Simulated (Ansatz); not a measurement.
**AsH10NSi2 (built from SMILES N[SiH2][SiH3].[AsH3]): search for a transition state**

Is there a first-order saddle for this four-centre ligand exchange, which should form Si1–As7, Si2–H6 and break Si1–Si2, H6–As7, and which two structures does it connect?

Method: PBE0-D4, def2-SVP first, then def2-TZVP; program: Ansatz 0.2.0, Gaussian basis.

**1. Starting geometry**

The guess: 14 atoms, charge 0, spin multiplicity 1.

Atoms are counted from 1 here; the program's logs count them from 0.

Bond lengths: Si1–H3 1.476 Å, Si1–H4 1.492 Å, Si1–N5 1.727 Å, Si1–As7 2.383 Å, Si2–H8 1.475 Å, Si2–H9 1.476 Å, Si2–H10 1.482 Å, N5–H11 1.008 Å, N5–H12 1.007 Å, H6–As7 1.549 Å, As7–H13 1.701 Å, As7–H14 1.488 Å. Angles: H3–Si1–H4 103.4°, H3–Si1–N5 122.1°, H3–Si1–As7 108.6°, H4–Si1–N5 98.0°, H4–Si1–As7 96.7°, N5–Si1–As7 121.5°, H8–Si2–H9 100.9°, H8–Si2–H10 104.9°, H9–Si2–H10 104.7°, Si1–N5–H11 119.0°, Si1–N5–H12 120.9°, H11–N5–H12 110.2°, Si1–As7–H6 101.8°, Si1–As7–H13 128.9°, Si1–As7–H14 93.1°, H6–As7–H13 129.1°, H6–As7–H14 87.1°, H13–As7–H14 85.2°.

Geometry (Å):

```tsv
atom	x (Å)	y (Å)	z (Å)
Si1	-1.1035	0.5642	0.4841
Si2	0.9429	-1.5928	0.0936
H3	-2.0306	-0.5111	0.8878
H4	-1.9869	1.7615	0.3785
N5	0.0659	1.2236	1.5699
H6	0.0841	-1.0151	-1.8986
As7	-0.6557	0.3446	-1.8463
H8	0.8622	-1.9298	1.5278
H9	1.2091	-2.9216	-0.4916
H10	2.2193	-0.8540	-0.0522
H11	-0.2494	1.7806	2.3483
H12	0.8868	0.6999	1.8273
H13	-0.9279	1.4664	-3.0957
H14	0.6835	0.9836	-1.7327
```

Distances that are to change: Si1–As7 2.38 Å, Si2–H6 2.25 Å, Si1–Si2 3.00 Å, H6–As7 1.55 Å.

**2. Constrained relaxation of the guess**

hold/in.yaml

```yaml
crystal:
  periodic: [false, false, false]
  atoms:
    - {symbol: Si, position_ang: [-1.103500, 0.564200, 0.484100]}
    - {symbol: Si, position_ang: [0.942900, -1.592800, 0.093600]}
    - {symbol: H, position_ang: [-2.030600, -0.511100, 0.887800]}
    - {symbol: H, position_ang: [-1.986900, 1.761500, 0.378500]}
    - {symbol: N, position_ang: [0.065900, 1.223600, 1.569900]}
    - {symbol: H, position_ang: [0.084100, -1.015100, -1.898600]}
    - {symbol: As, position_ang: [-0.655700, 0.344600, -1.846300]}
    - {symbol: H, position_ang: [0.862200, -1.929800, 1.527800]}
    - {symbol: H, position_ang: [1.209100, -2.921600, -0.491600]}
    - {symbol: H, position_ang: [2.219300, -0.854000, -0.052200]}
    - {symbol: H, position_ang: [-0.249400, 1.780600, 2.348300]}
    - {symbol: H, position_ang: [0.886800, 0.699900, 1.827300]}
    - {symbol: H, position_ang: [-0.927900, 1.466400, -3.095700]}
    - {symbol: H, position_ang: [0.683500, 0.983600, -1.732700]}
basis:
  gaussian: {orbitals: def2-SVP}
hamiltonian: {xc: pbe0, dispersion: d4}
relax: {f_tol: 0.04, max_steps: 150, escape_saddle: false, constraints: [{distance: [0, 6]}, {distance: [1, 5]}, {distance: [0, 1]}, {distance: [5, 6]}]}
```

Launch:

```
ansatz run in.yaml --threads 8 --pin off --events-out ev --progress --plain --max-ram 19148MiB
```

Standard output (excerpt; [...] marks lines left out):

```text
Functional definition: PBE0
  name "PBE0"
  cite "Adamo & Barone, J. Chem. Phys. 110, 6158 (1999) doi:10.1063/1.478522"
  cite "Perdew, Burke & Ernzerhof, Phys. Rev. Lett. 77, 3865 (1996) doi:10.1103/PhysRevLett.77.3865"
  parent pbe
[...]
1391 factors; integrals over basis functions are off by at most 4.0e-4 eV
[...]
mean field -78217.05649222 eV, -2874.4238086639 hartree, gradient 4.0e-5 eV, S^2 0.000000; 0 other end points of the search recorded, 0 dependent functions left out
[...]
reference -78217.05652428 eV, -2874.4238098422 hartree; 39, 39 occupied and 93, 93 virtual orbitals, 1391 factors
relax step   1: F+E_penalty+E_count = -78217.39440049 eV  Δ(F+E_penalty+E_count) = +0.000e0 eV  max|allowed force component| = 9.484e-1 eV/Å  Δτ_max = 0.0000 Å  (27 SCF iters, accepted)
[...]
relax step   4: F+E_penalty+E_count = -78217.76594502 eV  Δ(F+E_penalty+E_count) = -4.179e-2 eV  max|allowed force component| = 2.782e-1 eV/Å  Δτ_max = 0.2000 Å  (27 SCF iters, accepted)
[...]
relax step   7: F+E_penalty+E_count = -78217.85513092 eV  Δ(F+E_penalty+E_count) = -2.261e-2 eV  max|allowed force component| = 4.538e-1 eV/Å  Δτ_max = 0.1949 Å  (28 SCF iters, accepted)
[...]
relax step  10: F+E_penalty+E_count = -78217.89785851 eV  Δ(F+E_penalty+E_count) = -1.064e-2 eV  max|allowed force component| = 1.437e-1 eV/Å  Δτ_max = 0.0732 Å  (25 SCF iters, accepted)
[...]
reference -78217.57311502 eV, -2874.4427942017 hartree; 39, 39 occupied and 93, 93 virtual orbitals, 1391 factors
Total energy: -78217.90310451 eV, -2874.4549210917 hartree
Atom 0 at    -1.042509     0.638008     0.538869 Å, force     0.363501    -0.507214     0.874017 eV/Å
Atom 1 at     1.097989    -1.423474     0.137057 Å, force    -0.305390     0.477563     0.722240 eV/Å
Atom 2 at    -2.047402    -0.473828     0.497084 Å, force     0.000244    -0.003960    -0.002176 eV/Å
Atom 3 at    -1.840497     1.900454     0.322544 Å, force     0.002194    -0.002696    -0.003836 eV/Å
Atom 4 at    -0.210409     1.116567     1.963496 Å, force    -0.001217    -0.017169    -0.014518 eV/Å
Atom 5 at     0.049292    -1.018769    -1.806287 Å, force    -0.527331     0.721875    -0.593079 eV/Å
Atom 6 at    -0.425733     0.454535    -1.755786 Å, force     0.461933    -0.668396    -0.965342 eV/Å
Atom 7 at     1.627118    -1.873134     1.477899 Å, force     0.003187     0.003653     0.007521 eV/Å
Atom 8 at     0.491192    -2.652359    -0.498619 Å, force     0.001693    -0.006294     0.006896 eV/Å
Atom 9 at     2.326106    -1.126748    -0.685962 Å, force     0.001942    -0.000710    -0.007354 eV/Å
Atom 10 at    -0.458391     1.957022     2.474480 Å, force     0.001285    -0.011162    -0.009734 eV/Å
Atom 11 at     0.506672     0.551376     2.401915 Å, force    -0.003870     0.007821     0.006477 eV/Å
Atom 12 at    -0.989978     0.829042    -3.155020 Å, force    -0.004108    -0.000595    -0.014098 eV/Å
Atom 13 at     0.916350     1.121309    -1.911472 Å, force     0.005937     0.007286    -0.007014 eV/Å
Dipole moment:    -0.139432     0.491822    -0.261287 e Å
```

Wall time 52 s (8 threads of Intel Xeon at 2.50GHz, shared host); peak memory 0.38 GiB.

Along the way: (the energy doesn't fall at every step)

```tsv
step	energy from step 1 (eV)	largest force component (eV/Å)
1	0.0000	0.9484
2	-0.2727	0.4691
3	-0.3298	0.3084
4	-0.3715	0.2782
5	-0.3964	0.3109
6	-0.4381	0.1857
7	-0.4607	0.4538
8	-0.4786	0.3687
9	-0.4928	0.2524
10	-0.5035	0.1437
11	-0.5004	0.2712
12	-0.5072	0.0590
13	-0.5080	0.0455
14	-0.5087	0.0243
```

Distances of close pairs at the start and the end, largest changes first:

```tsv
bond	before (Å)	after (Å)	change (Å)
As7–H13	1.701	1.555	-0.147
Si2–H9	1.476	1.511	+0.035
Si2–H8	1.475	1.510	+0.035
Si2–H10	1.482	1.508	+0.026
Si1–H3	1.476	1.499	+0.023
As7–H14	1.488	1.507	+0.018
Si1–H4	1.492	1.509	+0.017
Si1–N5	1.727	1.718	-0.009
```

**3. A starting Hessian**

hessian/in.yaml

```yaml
crystal:
  periodic: [false, false, false]
  atoms:
    - {symbol: Si, position_ang: [-1.042509, 0.638008, 0.538869]}
    - {symbol: Si, position_ang: [1.097989, -1.423474, 0.137057]}
    - {symbol: H, position_ang: [-2.047402, -0.473828, 0.497084]}
    - {symbol: H, position_ang: [-1.840497, 1.900454, 0.322544]}
    - {symbol: N, position_ang: [-0.210409, 1.116567, 1.963496]}
    - {symbol: H, position_ang: [0.049292, -1.018769, -1.806287]}
    - {symbol: As, position_ang: [-0.425733, 0.454535, -1.755786]}
    - {symbol: H, position_ang: [1.627118, -1.873134, 1.477899]}
    - {symbol: H, position_ang: [0.491192, -2.652359, -0.498619]}
    - {symbol: H, position_ang: [2.326106, -1.126748, -0.685962]}
    - {symbol: H, position_ang: [-0.458391, 1.957022, 2.474480]}
    - {symbol: H, position_ang: [0.506672, 0.551376, 2.401915]}
    - {symbol: H, position_ang: [-0.989978, 0.829042, -3.155020]}
    - {symbol: H, position_ang: [0.916350, 1.121309, -1.911472]}
basis:
  gaussian: {orbitals: def2-SVP}
hamiltonian: {xc: pbe0, dispersion: d4}
phonons: {}
scf: {lower_state_search: off}
```

Launch:

```
ansatz run in.yaml --threads 8 --pin off --events-out ev --progress --plain --max-ram 19148MiB
```

Standard output (excerpt; [...] marks lines left out):

```text
[... 5 set-up lines as earlier in the session ...]
[...]
1394 factors; integrals over basis functions are off by at most 2.8e-4 eV
[...]
mean field -78217.57303499 eV, -2874.4427912607 hartree, gradient 4.5e-6 eV, S^2 0.000000; 0 other end points of the search recorded, 0 dependent functions left out
[...]
reference -78217.57306746 eV, -2874.4427924539 hartree; 39, 39 occupied and 93, 93 virtual orbitals, 1394 factors
[... from here to the last solve, the lines of the solves are left out (83 solves) ...]
1394 factors; integrals over basis functions are off by at most 2.8e-4 eV
[...]
mean field -78217.57306008 eV, -2874.4427921829 hartree, gradient 8.3e-6 eV, S^2 0.000000; 0 other end points of the search recorded, 0 dependent functions left out
[...]
WARN: phonons: modes at or below zero, which the zero-point energy, F, S and C_V leave out: 1, the lowest at -145.35 cm⁻¹. A minimum has none, and a first-order saddle one
[...]
Atom 7 at     1.627118    -1.873134     1.477899 Å, force     0.003214     0.003653     0.007521 eV/Å
Atom 8 at     0.491192    -2.652359    -0.498619 Å, force     0.001724    -0.006385     0.006904 eV/Å
Atom 9 at     2.326106    -1.126748    -0.685962 Å, force     0.001968    -0.000866    -0.007362 eV/Å
Atom 10 at    -0.458391     1.957022     2.474480 Å, force     0.001289    -0.011176    -0.009725 eV/Å
Atom 11 at     0.506672     0.551376     2.401915 Å, force    -0.003840     0.007881     0.006455 eV/Å
Atom 12 at    -0.989978     0.829042    -3.155020 Å, force    -0.004098    -0.000609    -0.014125 eV/Å
Atom 13 at     0.916350     1.121309    -1.911472 Å, force     0.005974     0.007304    -0.006893 eV/Å
Dipole moment:    -0.139428     0.491824    -0.261281 e Å
Vibrations: -145.35 95.28 165.12 178.58 199.78 256.70 267.99 307.80 331.00 352.12 455.66 470.69 584.93 599.36 728.81 765.28 803.93 847.44 876.80 906.02 931.90 942.71 946.53 1000.60 1019.95 1507.62 2014.23 2071.10 2132.81 2139.02 2147.64 2158.38 2183.55 2321.42 3594.32 3722.01 cm⁻¹, [...]
Checks for a lower state left out: stability, starts, cluster_reference, orbital_swaps, neighbouring_geometries, increment
```

Run time: 3.2 min. Hardware: 8 threads of Intel Xeon at 2.50GHz, shared host; peak memory 0.34 GiB.

The structure is not stationary yet, so these wavenumbers are no spectrum; the search needs only the force constants.

**4. Saddle search in the small basis**

The search itself is an outer loop (partitioned rational-function steps, Bofill update of the Hessian). Each step is one single-point run with forces. It stops when the largest force is under 0.04 eV/Å and the followed curvature is negative. The first step's input:

presaddle/in.yaml

```yaml
crystal:
  periodic: [false, false, false]
  atoms:
    - {symbol: Si, position_ang: [-1.042509, 0.638008, 0.538869]}
    - {symbol: Si, position_ang: [1.097989, -1.423474, 0.137057]}
    - {symbol: H, position_ang: [-2.047402, -0.473828, 0.497084]}
    - {symbol: H, position_ang: [-1.840497, 1.900454, 0.322544]}
    - {symbol: N, position_ang: [-0.210409, 1.116567, 1.963496]}
    - {symbol: H, position_ang: [0.049292, -1.018769, -1.806287]}
    - {symbol: As, position_ang: [-0.425733, 0.454535, -1.755786]}
    - {symbol: H, position_ang: [1.627118, -1.873134, 1.477899]}
    - {symbol: H, position_ang: [0.491192, -2.652359, -0.498619]}
    - {symbol: H, position_ang: [2.326106, -1.126748, -0.685962]}
    - {symbol: H, position_ang: [-0.458391, 1.957022, 2.474480]}
    - {symbol: H, position_ang: [0.506672, 0.551376, 2.401915]}
    - {symbol: H, position_ang: [-0.989978, 0.829042, -3.155020]}
    - {symbol: H, position_ang: [0.916350, 1.121309, -1.911472]}
basis:
  gaussian: {orbitals: def2-SVP}
hamiltonian: {xc: pbe0, dispersion: d4}
output: {forces: true}
scf: {lower_state_search: off}
```

Launch:

```
ansatz run in.yaml --threads 8 --pin off --events-out ev --progress --plain --max-ram 19148MiB
```

Step by step:

```tsv
step	energy (eV)	largest force (eV/Å)	followed curvature (eV/Å²)
1	-78217.90305	0.9653	-0.58
2	-78217.90002	0.6065	-0.47
3	-78217.88870	0.5260	-0.47
4	-78217.87248	0.4237	-0.45
5	-78217.84880	0.4835	-0.39
6	-78217.76703	1.3811	-0.93
7	-78217.86014	0.3560	-2.65
8	-78217.86095	0.5222	-2.44
9	-78217.86125	0.6635	-1.53
10	-78217.86428	0.5906	-1.35
11	-78217.87059	0.4171	-2.01
14	-78217.89809	0.2439	-2.21
17	-78217.92766	1.0872	-2.19
20	-78217.95504	0.1501	-2.35
23	-78217.96047	0.1453	-2.35
26	-78217.95945	0.2167	-1.26
29	-78217.96922	0.1342	-1.28
32	-78217.98565	0.1683	-1.21
35	-78217.98487	0.1295	-1.18
38	-78217.98739	0.2899	-0.81
41	-78217.98999	0.1509	-0.02
44	-78217.99971	0.1967	-0.23
47	-78218.00072	0.1215	-0.57
48	-78218.00141	0.0882	-1.09
49	-78218.00189	0.1400	-1.12
50	-78218.00264	0.0564	-1.12
51	-78218.00344	0.1178	-1.12
52	-78218.00399	0.0434	-1.13
53	-78218.00450	0.0847	-1.13
54	-78218.00513	0.0297	-1.13
```

The 54 steps took 2.5 min in all (8 threads of Intel Xeon at 2.50GHz, shared host).

**5. Saddle search in triple zeta**

The search itself is an outer loop (partitioned rational-function steps, Bofill update of the Hessian). Each step is one single-point run with forces. It stops when the largest force is under 0.018 eV/Å and the followed curvature is negative. The first step's input:

saddle/in.yaml

```yaml
crystal:
  periodic: [false, false, false]
  atoms:
    - {symbol: Si, position_ang: [-1.349134, 0.682323, 0.534116]}
    - {symbol: Si, position_ang: [1.229361, -1.518527, -0.025301]}
    - {symbol: H, position_ang: [-1.950834, -0.665319, 0.724854]}
    - {symbol: H, position_ang: [-2.359674, 1.775063, 0.377900]}
    - {symbol: N, position_ang: [-0.279401, 1.130179, 1.785134]}
    - {symbol: H, position_ang: [-0.484837, -0.832000, -2.418271]}
    - {symbol: As, position_ang: [-0.189635, 0.344627, -1.515609]}
    - {symbol: H, position_ang: [1.335307, -1.511787, 1.489030]}
    - {symbol: H, position_ang: [0.807237, -2.931475, -0.353240]}
    - {symbol: H, position_ang: [2.669235, -1.427520, -0.480018]}
    - {symbol: H, position_ang: [-0.098936, 2.102250, 2.004670]}
    - {symbol: H, position_ang: [0.432398, 0.494854, 2.130011]}
    - {symbol: H, position_ang: [-0.917411, 1.367348, -2.504703]}
    - {symbol: H, position_ang: [1.156124, 0.989984, -1.748372]}
basis:
  gaussian: {orbitals: def2-TZVP}
hamiltonian: {xc: pbe0, dispersion: d4}
output: {forces: true}
scf: {lower_state_search: off}
```

Launch:

```
ansatz run in.yaml --threads 8 --pin off --events-out ev --progress --plain --max-ram 19148MiB
```

Step by step:

```tsv
step	energy (eV)	largest force (eV/Å)	followed curvature (eV/Å²)
1	-78232.98285	0.3190	-1.13
2	-78232.99294	0.1266	-1.12
3	-78232.99235	0.3071	-1.12
4	-78232.99464	0.0756	-1.10
5	-78232.99477	0.0893	-1.09
6	-78232.99463	0.1321	-1.10
7	-78232.99455	0.0851	-1.10
8	-78232.99531	0.0435	-1.06
9	-78232.99557	0.0317	-1.08
10	-78232.99591	0.0309	-1.04
11	-78232.99628	0.0386	-0.97
14	-78232.99634	0.0505	-0.48
17	-78232.99612	0.0201	-0.05
20	-78232.98946	0.2636	-0.07
23	-78232.98791	0.2883	0.09
26	-78232.95799	0.1751	-0.10
29	-78232.91574	0.2176	-0.60
32	-78232.95524	0.3819	-0.31
35	-78232.96485	0.1879	-0.35
38	-78232.93462	0.3614	-0.11
39	-78232.93199	0.1817	-0.73
40	-78232.92779	0.2177	-0.34
41	-78232.92817	0.1885	-0.22
42	-78232.92689	0.2055	-0.03
43	-78232.92562	0.2102	-0.18
44	-78232.92827	0.1584	-0.27
45	-78232.92543	0.2517	-0.10
```

The 45 steps took 4 min in all (8 threads of Intel Xeon at 2.50GHz, shared host).

**6. Results**

| quantity | value |
| --- | --- |
| search | not converged after 45 steps |
| last largest force | 0.252 eV/Å |
| last followed curvature | -0.10 eV/Å² |

**Reading.** No saddle point was found from this guess, so no barrier can be given. The curvature is negative, but the forces are still above the tolerance.
